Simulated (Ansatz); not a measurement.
# Al2Cl (P1) in Ansatz: convergence with smearing width

Aim: find how far smearing width must go before the results for Al2Cl settle, at PBE. This setting moves, with any that are tied to it; all else stays.

All numbers are computed with Ansatz 0.2.0; they aren't measurements. Logs are shortened: lines on timing, memory, paths and dates and some standing lists are left out, and cuts for length are marked.

**1. The cell of the first run**

The typed cell holds 3 atoms: a = 3.789 Å, b = 3.789 Å, c = 4.767 Å, α = 90.00°, β = 90.00°, γ = 90.00°.

The cell was built by a generator and needn't be a form met in nature.

The cell isn't the ideal one: atoms moved at random, drawn with an rms of 0.05 Å.

**2. With smearing width 0.3 eV**

Input file input.yaml:

```yaml
crystal:
  lattice:
    - [3.78917417, 0.0, 0.0]
    - [0.0, 3.78917417, 0.0]
    - [0.0, 0.0, 4.76684087]
  atoms:
    - { symbol: Al, position: [0.49998, 0.002365, 0.348352] }
    - { symbol: Al, position: [-0.006218, 0.484342, 0.341036] }
    - { symbol: Cl, position: [-0.005041, -0.005734, 0.390452] }
hamiltonian:
  xc: pbe
  pseudopotentials: { kind: paw }
kpoints:
  mp_grid: { grid: [5, 5, 4] }
scf:
  occupations: { method: fermi_dirac, width: 0.3 }
output:
  forces: true
  stress: true
  eigenvalues: true
```

Potentials or basis: Ansatz PAW.

Started as:

```
$ ansatz run input.yaml --threads 2 --pin off --max-ram 5632MiB --backend cpu --events-out ev --progress --plain --runs-dir out
```

The log of the run:

```text
Warning: RAYON_NUM_THREADS=2 ignored (pool sized by the plan → 2); use --threads N
band count auto-derived: 12 (N_el = 13.0; filled up to band 7; 11 by the electrons, moments and atoms)
Engine: ansatz 0.2.0, aarch64-unknown-linux-gnu
Pseudopotentials: kind: paw
Pseudopotential: Al, paw, valence charge 3, recommended cutoff 420 eV (normal), Al.paw.azcp
Pseudopotential: Cl, paw, valence charge 7, recommended cutoff 420 eV (normal), Cl.paw.azcp
Functional definition: PBE
  parameter kappa = 0.804
  parameter beta = 0.06672455060314922
  exchange = pbe_x(kappa = kappa, mu = beta*pi^2/3)
  correlation = pbe_c(beta = beta)
Crystal: 3 atoms, lattice volume = 68.442 Å³
Basis set: ecut = 420 eV, 1335 PW (Γ), exchange–correlation on 54×54×64 points (8 copies of the dense FFT grid, shifted against one another)
Bands: 12, of which v1, the nominal top of the filled ones, is band 7 counted from 1 (6 counted from 0)
Symmetry: 1 space group operations
Space group: P1 (ITA 1), of the structure as read, at distance tolerance 4.1e-5 Å
k-points: 51 of 100 (time reversal used)
Non-local potential: Al, projectors of the file, l = 0: 2, l = 1: 2, l = 2: 1
Non-local potential: Cl, projectors of the file, l = 0: 2, l = 1: 2, l = 2: 2
PAW form: soft (Blöchl's): semilocal exchange-correlation on the pseudo side does not see the compensation charge
PAW one-centre angular grid: Al, 110 points (default); XC on 64 Gauss nodes
PAW one-centre angular grid: Cl, 110 points (default); XC on 64 Gauss nodes
Initial density: superposition of atomic densities (neutral atoms: chi_scale 0, normalization atom), corrected by the library's trained network
Initial wavefunctions: pseudopotential atomic-orbital guess
Functional: x = pbe(κ = 0.804, μ = 0.2195149727645171), c = pbe(β = 0.06672455060314922)
SCF iter   1: F=—  HF=-2144.488939 eV  |F-HF|=—  |Δ(HF+E_count)|=         —  Δρ=5.76e-3  dr2=3.69e-2  ethr=1.77e-3  ⟨swp⟩=6.0  Hψ=4596  notcnv=0
preconditioner: auto → none  [metal: Δε(μ)=0.007 eV  Ē_g=9.674 eV  σ=0.300 eV  W_gap=0.01  n_scr=6 (ndim 8)  ℏωp=14.9 eV  f_vac=0.010  D(μ)=2.62/eV (n_scr^D=18)  sad-step TF]
SCF iter   2: F=—  HF=-2144.483291 eV  |F-HF|=—  |Δ(HF+E_count)|=   5.65e-3  Δρ=3.58e-3  dr2=1.48e-2  ethr=2.84e-4  ⟨swp⟩=1.0  Hψ=1020  notcnv=0
SCF iter   3: F=—  HF=-2144.486089 eV  |F-HF|=—  |Δ(HF+E_count)|=   2.80e-3  Δρ=8.29e-4  dr2=1.10e-3  ethr=1.14e-4  ⟨swp⟩=2.8  Hψ=860  notcnv=0
SCF iter   4: F=—  HF=-2144.486032 eV  |F-HF|=—  |Δ(HF+E_count)|=   5.72e-5  Δρ=4.07e-4  dr2=2.50e-4  ethr=8.44e-6  ⟨swp⟩=2.0  Hψ=918  notcnv=0
SCF iter   5: F=—  HF=-2144.486004 eV  |F-HF|=—  |Δ(HF+E_count)|=   2.79e-5  Δρ=1.76e-4  dr2=3.59e-5  ethr=1.93e-6  ⟨swp⟩=2.5  Hψ=917  notcnv=0
SCF iter   6: F=—  HF=-2144.486086 eV  |F-HF|=—  |Δ(HF+E_count)|=   8.21e-5  Δρ=4.61e-5  dr2=2.24e-6  ethr=2.76e-7  ⟨swp⟩=2.4  Hψ=973  notcnv=0
SCF iter   7: F=—  HF=-2144.486087 eV  |F-HF|=—  |Δ(HF+E_count)|=   3.69e-7  Δρ=1.31e-5  dr2=1.60e-7  ethr=1.73e-8  ⟨swp⟩=2.8  Hψ=1060  notcnv=0
SCF iter   8: F=-2144.486087 eV  HF=-2144.486087 eV  |F-HF|=7.00e-9  |Δ(HF+E_count)|=   7.46e-8  Δρ=3.46e-6  dr2=1.66e-8  ethr=7.69e-10  ⟨swp⟩=6.0  Hψ=3046  notcnv=0
SCF 1 converged in 8 iterations: F = -2144.486087 eV  dr2 = 1.66e-8
SCF converged after 8 iterations
Free energy (F): -2144.486087 eV
Harris-Foulkes:  -2144.486087 eV  (|F-HF|=7.00e-9)
Internal energy: -2143.756547 eV  (E = F + TS)
E sigma→0 (E₀):  -2144.121317 eV
Entropy (-TS):   -0.729540 eV (-243.180 meV/atom)
Fermi energy:    5.341368 eV
--- Per-component energies (eV) ---
  E_band       = -47.244035
  E_kinetic    = 231.809315
  E_local      = -515.533116  (includes V_loc(G=0)·N_el)
  E_nonlocal   = 55.621822
  E_hartree    = 187.247786
  E_xc         = -192.059666
  E_vxc        = -186.968075  (∫ρ·V_xc dr)
  E_paw        = -1596.700058  (= ΣΔE_a)
  E_vpaw       = -6.671544  (= ΣTr[D̂ρ^β])
  E_aug_tail   = 0.000082  (compensation charges beyond the density's cutoff)
  E_ewald      = -314.142712
  E_smearing   = -0.729540  (= −TS)
  E_closure    = 0.000000  (closes the sum)
  Σ components = -2144.486087   (vs F -2144.486087, Δ=0.00e0)
--- Forces (eV/Å), atoms counted from 1 ---
  atom   1  Al    -1.26584402     0.11374907    -1.90278893
  atom   2  Al     0.03635952     2.53336406    -2.23068422
  atom   3  Cl     1.22949102    -2.64715226     4.13345416
  max |Σ_I F_I| component: 3.91e-5 eV/Å
--- Stress (GPa, compression-positive) ---
       76.640434      -0.042485       0.571406
       -0.042485      75.943904      -1.441218
        0.571405      -1.441218      -1.177471
  P = ⅓ Tr σ = 50.4690 GPa (504.690 kbar)
--- Band table (eV; the first three rows and the last of 51) ---
  k-point 0: bands = ["-16.9830", "-5.6813", "-5.6598", "-3.7427", "0.5090", "4.5424", "6.0449", "7.8898", "8.0828", "9.0726", "9.1089", "10.5634"]
  k-point 1: bands = ["-16.9787", "-5.6770", "-5.6555", "-3.8697", "0.7189", "4.6233", "5.6515", "7.8987", "8.8466", "8.8617", "8.9508", "10.6352"]
  k-point 2: bands = ["-16.9744", "-5.6727", "-5.6512", "-3.9880", "0.9331", "4.7100", "5.2957", "7.9074", "8.6622", "8.6896", "10.1632", "10.3315"]
  k-point 50: bands = ["-16.6310", "-7.0178", "-6.0697", "-3.5020", "2.3693", "4.5671", "4.9144", "6.6328", "6.8378", "9.2340", "10.3927", "11.3140"]
```

Wall time 2.3 s (2 threads of Arm Neoverse V2, shared host); peak memory 0.34 GiB.

What came out:

| Item | Value |
| --- | --- |
| Free energy | -2144.4861 eV |
| Pressure | 50.5 GPa |
| Largest force | 5.060 eV/Å |
| Band gap on the k mesh | none (metal or under the smearing width) |

**3. With smearing width 0.2 eV**

input.yaml: that of step 2 with these lines changed.

```diff
@@ -15,3 +15,3 @@
 scf:
-  occupations: { method: fermi_dirac, width: 0.3 }
+  occupations: { method: fermi_dirac, width: 0.2 }
 output:
```

Potentials or basis: Ansatz PAW.

Started as:

```
$ ansatz run input.yaml --threads 2 --pin off --max-ram 5632MiB --backend cpu --events-out ev --progress --plain --runs-dir out
```

Run time: 2.1 s. Hardware: 2 threads of Arm Neoverse V2, shared host; peak memory 0.34 GiB.

What came out:

| Quantity | Value |
| --- | --- |
| Free energy | -2144.2685 eV |
| Pressure | 50.6 GPa |
| Largest force | 5.056 eV/Å |
| Band gap on the k mesh | none (metal or under the smearing width) |

**4. With smearing width 0.15 eV**

input.yaml: that of step 3 with these lines changed.

```diff
@@ -15,3 +15,3 @@
 scf:
-  occupations: { method: fermi_dirac, width: 0.2 }
+  occupations: { method: fermi_dirac, width: 0.15 }
 output:
```

Started as:

```
$ ansatz run input.yaml --threads 2 --pin off --max-ram 5632MiB --backend cpu --events-out ev --progress --plain --runs-dir out
```

Wall time 2 s (2 threads of Arm Neoverse V2, shared host); peak memory 0.33 GiB.

What came out:

```yaml
Free_energy: -2144.1806 eV
Pressure: 50.6 GPa
Largest_force: 5.047 eV/Å
Band_gap_on_the_k_mesh: none (metal or under the smearing width)
```

**5. With smearing width 0.1 eV**

input.yaml: that of step 4 with these lines changed.

```diff
@@ -15,3 +15,3 @@
 scf:
-  occupations: { method: fermi_dirac, width: 0.15 }
+  occupations: { method: fermi_dirac, width: 0.1 }
 output:
```

Started as:

```
$ ansatz run input.yaml --threads 2 --pin off --max-ram 5632MiB --backend cpu --events-out ev --progress --plain --runs-dir out
```

Wall time 2 s (2 threads of Arm Neoverse V2, shared host); peak memory 0.33 GiB.

What came out:

- Free energy: -2144.1108 eV
- Pressure: 50.8 GPa
- Largest force: 5.038 eV/Å
- Band gap on the k mesh: none (metal or under the smearing width)

**6. With smearing width 0.05 eV**

input.yaml: that of step 5 with these lines changed.

```diff
@@ -15,3 +15,3 @@
 scf:
-  occupations: { method: fermi_dirac, width: 0.1 }
+  occupations: { method: fermi_dirac, width: 0.05 }
 output:
```

Potentials or basis: Ansatz PAW.

Started as:

```
$ ansatz run input.yaml --threads 2 --pin off --max-ram 5632MiB --backend cpu --events-out ev --progress --plain --runs-dir out
```

Run time: 2 s. Hardware: 2 threads of Arm Neoverse V2, shared host; peak memory 0.34 GiB.

It converged, with:

```
Free energy            : -2144.0663 eV
Pressure               : 50.9 GPa
Largest force          : 5.042 eV/Å
Band gap on the k mesh : none (metal or under the smearing width)
```

**7. With smearing width 0.025 eV**

input.yaml: that of step 6 with these lines changed.

```diff
@@ -15,3 +15,3 @@
 scf:
-  occupations: { method: fermi_dirac, width: 0.05 }
+  occupations: { method: fermi_dirac, width: 0.025 }
 output:
```

Started as:

```
$ ansatz run input.yaml --threads 2 --pin off --max-ram 5632MiB --backend cpu --events-out ev --progress --plain --runs-dir out
```

Wall time 2 s (2 threads of Arm Neoverse V2, shared host); peak memory 0.34 GiB.

Results (log left out):

| Quantity | Value |
| --- | --- |
| Free energy | -2144.0550 eV |
| Pressure | 50.9 GPa |
| Largest force | 5.046 eV/Å |
| Band gap on the k mesh | none (metal or under the smearing width) |

**8. With smearing width 0.01 eV**

input.yaml: that of step 7 with these lines changed.

```diff
@@ -15,3 +15,3 @@
 scf:
-  occupations: { method: fermi_dirac, width: 0.025 }
+  occupations: { method: fermi_dirac, width: 0.01 }
 output:
```

Started as:

```
$ ansatz run input.yaml --threads 2 --pin off --max-ram 5632MiB --backend cpu --events-out ev --progress --plain --runs-dir out
```

Wall time 2 s (2 threads of Arm Neoverse V2, shared host); peak memory 0.33 GiB.

It converged, with:

```
Free energy            : -2144.0508 eV
Pressure               : 50.8 GPa
Largest force          : 5.040 eV/Å
Band gap on the k mesh : none (metal or under the smearing width)
```

**9. With smearing width 0.005 eV**

input.yaml: that of step 8 with these lines changed.

```diff
@@ -15,3 +15,3 @@
 scf:
-  occupations: { method: fermi_dirac, width: 0.01 }
+  occupations: { method: fermi_dirac, width: 0.005 }
 output:
```

Potentials or basis: Ansatz PAW.

Started as:

```
$ ansatz run input.yaml --threads 2 --pin off --max-ram 5632MiB --backend cpu --events-out ev --progress --plain --runs-dir out
```

It took 2 s on 2 threads of Arm Neoverse V2, shared host; peak memory 0.33 GiB.

It converged, with:

| Property | Result |
| --- | --- |
| Free energy | -2144.0498 eV |
| Pressure | 50.8 GPa |
| Largest force | 5.032 eV/Å |
| Band gap on the k mesh | none (metal or under the smearing width) |

**10. Result**

| smearing width | energy less the tightest run, at zero smearing (meV/atom) | pressure (GPa) | largest force (eV/Å) | SCF cycles | CPU time (s) | peak memory (GiB) |
| --- | --- | --- | --- | --- | --- | --- |
| 0.3 eV | -23.96 | 50.47 | 5.060 | 8 | 4.2 | 0.34 |
| 0.2 eV | -9.39 | 50.56 | 5.056 | 8 | 3.9 | 0.34 |
| 0.15 eV | -3.87 | 50.64 | 5.047 | 8 | 3.8 | 0.33 |
| 0.1 eV | -0.90 | 50.76 | 5.038 | 8 | 3.8 | 0.33 |
| 0.05 eV | -0.74 | 50.89 | 5.042 | 8 | 3.9 | 0.34 |
| 0.025 eV | -0.45 | 50.88 | 5.046 | 8 | 3.8 | 0.34 |
| 0.01 eV | -0.09 | 50.84 | 5.040 | 8 | 3.9 | 0.33 |
| 0.005 eV | 0.00 | 50.82 | 5.032 | 8 | 3.9 | 0.33 |

Against the tightest run, the energy stays within 1 meV/atom from 0.1 eV on; the pressure stays within 0.1 GPa from 0.1 eV on. Not settled before the last step: the largest force (to 0.005 eV/Å). Narrower smearing needs a denser k mesh, so at a fixed mesh the narrowest width isn't the most accurate. The tightest run that finished is the yardstick and may itself not be fully converged.

Caveats: an odd number of electrons without spin polarisation forces a metal; a magnetic or distorted state may lie lower.
